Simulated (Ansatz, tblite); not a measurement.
**Dibenzothiophene S,S-dioxide (C12H8O2S): rung by rung**

An exercise on one series of results from a longer session: the logs are not shown, and one member is left open.

Program: Ansatz 0.2.0, Gaussian basis. Level of theory: as each input shows. These are calculated values, not measurements.

The runs, in order: GFN1-xTB, GFN2-xTB, PBE-D4/def2-TZVP, r2SCAN-D4/def2-TZVP, PBE-D4/def2-SVP, PBE0-D4/def2-SVP, HF/STO-3G, HF/6-31G, B3LYP-D4/6-31G, MP2/def2-SVP, RPA/def2-SVP.

3 further runs of the same task are left out: 3 that didn't finish. Runs told in other sessions of the task aren't counted.

## The geometry

The geometry is that of the singlet, from an earlier relaxation (PBE-D4/def2-SVP).

SMILES `O=S1(=O)c2ccccc2-c2ccccc21`, 23 atoms, charge 0, spin multiplicity 1.

Bond lengths: O1–S2 1.480 Å, S2–O3 1.480 Å, S2–C4 1.806 Å, S2–C15 1.806 Å, C4–C5 1.393 Å, C4–C9 1.410 Å, C5–C6 1.406 Å, C5–H16 1.100 Å, C6–C7 1.407 Å, C6–H17 1.100 Å, C7–C8 1.405 Å, C7–H18 1.100 Å, C8–C9 1.405 Å, C8–H19 1.100 Å, C9–C10 1.477 Å, C10–C11 1.405 Å, C10–C15 1.410 Å, C11–C12 1.405 Å and more. Angles: O1–S2–O3 120.0°, O1–S2–C4 110.4°, O1–S2–C15 110.4°, O3–S2–C4 110.4°, O3–S2–C15 110.4°, C4–S2–C15 91.5°, S2–C4–C5 125.7°, S2–C4–C9 111.1°, C5–C4–C9 123.2°, C4–C5–C6 117.7°, C4–C5–H16 120.8°, C6–C5–H16 121.5°, C5–C6–C7 120.3°, C5–C6–H17 119.7°, C7–C6–H17 119.9°, C6–C7–C8 121.0°, C6–C7–H18 119.5°, C8–C7–H18 119.4° and more.

PBE0-D4/def2-TZVP was run before; its log isn't repeated, and its numbers join the tables.

Set-up of the first run:

Tight binding, by tblite at 300 K electronic temperature and without a spin-polarisation term:

```python
tblite.interface.Calculator('GFN1-xTB', numbers, positions, charge=0, uhf=0).singlepoint()
```

Tight binding, by tblite at 300 K electronic temperature and without a spin-polarisation term:

```python
tblite.interface.Calculator('GFN2-xTB', numbers, positions, charge=0, uhf=0).singlepoint()
```

start.molden holds the orbitals of an earlier run on this state, given as this run's starting guess.

Contents of in.yaml:

```yaml
crystal:
  periodic: [false, false, false]
  atoms:
    - {symbol: O, position_ang: [0.077790, 2.533995, 1.826792]}
    - {symbol: S, position_ang: [0.048494, 2.066772, 0.422865]}
    - {symbol: O, position_ang: [0.053180, 3.048500, -0.684545]}
    - {symbol: C, position_ang: [1.312393, 0.805193, 0.152137]}
    - {symbol: C, position_ang: [2.689237, 1.014224, 0.181562]}
    - {symbol: C, position_ang: [3.523548, -0.092721, -0.052949]}
    - {symbol: C, position_ang: [2.967787, -1.359881, -0.306685]}
    - {symbol: C, position_ang: [1.576129, -1.548132, -0.331841]}
    - {symbol: C, position_ang: [0.728196, -0.452600, -0.099620]}
    - {symbol: C, position_ang: [-0.748713, -0.422120, -0.079216]}
    - {symbol: C, position_ang: [-1.647214, -1.481535, -0.287651]}
    - {symbol: C, position_ang: [-3.028697, -1.236028, -0.224275]}
    - {symbol: C, position_ang: [-3.524486, 0.052721, 0.044554]}
    - {symbol: C, position_ang: [-2.639053, 1.124089, 0.255694]}
    - {symbol: C, position_ang: [-1.273349, 0.858492, 0.188168]}
    - {symbol: H, position_ang: [3.102766, 2.013804, 0.381985]}
    - {symbol: H, position_ang: [4.616237, 0.034326, -0.037573]}
    - {symbol: H, position_ang: [3.632806, -2.217426, -0.488624]}
    - {symbol: H, position_ang: [1.156750, -2.545556, -0.531776]}
    - {symbol: H, position_ang: [-1.275034, -2.495202, -0.498995]}
    - {symbol: H, position_ang: [-3.733303, -2.065280, -0.387392]}
    - {symbol: H, position_ang: [-4.610161, 0.224675, 0.090261]}
    - {symbol: H, position_ang: [-3.005284, 2.139720, 0.467135]}
basis:
  gaussian: {orbitals: def2-TZVP, initial_orbitals: start.molden}
hamiltonian: {xc: pbe, dispersion: d4}
scf: {omitted_lower_state_checks: [starts]}
output: {forces: true, orbitals: {seedname: orbitals}}
```

On the command line:

```sh
$ ansatz run in.yaml --threads 4 --pin off --events-out ev --progress --plain --max-ram 6963MiB
```

Steps of the session up to this table: PBE-D4/def2-TZVP; r2SCAN-D4/def2-TZVP; PBE-D4/def2-SVP; PBE0-D4/def2-SVP; HF/STO-3G; HF/6-31G; B3LYP-D4/6-31G; MP2/def2-SVP; RPA/def2-SVP.

One table of the session follows, with a row left open; its other results are not shown here.

It belongs to the step «Binding energy». 

| level | binding an atom (eV) |
| --- | --- |
| HF/STO-3G | 3.726 |
| HF/6-31G | 3.126 |
| HF/def2-SVP | 3.668 |
| PBE-D4/def2-SVP | 5.451 |
| PBE-D4/def2-TZVP | 5.426 |
| r2SCAN-D4/def2-TZVP | 5.229 |
| B3LYP-D4/6-31G | 4.770 |
| PBE0-D4/def2-SVP | 5.293 |
| PBE0-D4/def2-TZVP | 5.272 |
| MP2/def2-SVP | ? |

Estimate the missing values for MP2/def2-SVP.

**Answer.** binding an atom (eV): 5.058. In the column «binding an atom (eV)» it lies between B3LYP-D4/6-31G (4.770) and r2SCAN-D4/def2-TZVP (5.229).

Caveats from the session: Free atoms were run apart at each level; binding is atoms less cluster, divided by the number of atoms, without zero-point or spin-orbit terms.
